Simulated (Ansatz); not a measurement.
# Al2Ni: the cost of one run

Program: Ansatz 0.2.0. Level of theory: DFT PBE, scalar-relativistic, plane waves, PAW. These are calculated values, not measurements.

### Step 1. Starting point

The structure is trigonal, space group P-3m1 (No. 164). Conventional cell: a = 2.690 Å, b = 2.690 Å, c = 6.589 Å, α = 90.00°, β = 90.00°, γ = 120.00°. Al (site symmetry 3m) has 3 Ni at 2.69 Å and 9 Al at 2.69 Å as nearest neighbours. Around Ni (site symmetry -3m) lie 6 Al at 2.69 Å and 6 Ni at 2.69 Å.

Coordinates:

```
CELL_PARAMETERS angstrom
2.68993 0.00000 0.00000
-1.34497 2.32955 0.00000
0.00000 0.00000 6.58897
ATOMIC_POSITIONS crystal
Al 0.66667 0.33333 0.83333
Al 0.33333 0.66667 0.16667
Ni 0.00000 0.00000 0.50000
```

The start is an ordering of an alloy on its end members' structure types: elements ordered on the sites of the Ag type, Ni/Al on Ag (P-3m1, No. 164).

### Step 2. Probe: one point on a coarse mesh

Contents of input.yaml:

```yaml
crystal:
  lattice:
    - [2.68993405, 0.0, 0.0]
    - [-1.34496702, 2.32955122, 0.0]
    - [0.0, 0.0, 6.58896586]
  atoms:
    - { symbol: Al, position: [0.66666667, 0.33333333, 0.83333333] }
    - { symbol: Al, position: [0.33333333, 0.66666667, 0.16666667] }
    - { symbol: Ni, position: [0.0, 0.0, 0.5], spin: 2.0 }
basis:
  ecutwfc: 420
kpoints:
  mp_grid: { grid: [6, 6, 4] }
hamiltonian:
  xc: pbe
scf:
  occupations: { method: gaussian, width: 0.1 }
  lower_state_search: "off"
output:
  forces: true
  stress: true
  eigenvalues: true
  populations: true
magnetization:
  spin_polarized: true
```

Launch:

```
> ansatz run input.yaml --threads 1 --pin off --max-ram 2560MiB --backend cpu --events-out ev --progress --plain --runs-dir out
```

What time and memory should one allow on 1 thread of Intel Xeon at 2.70GHz, shared host?

About 5.3 s, with a peak of 0.33 GiB.
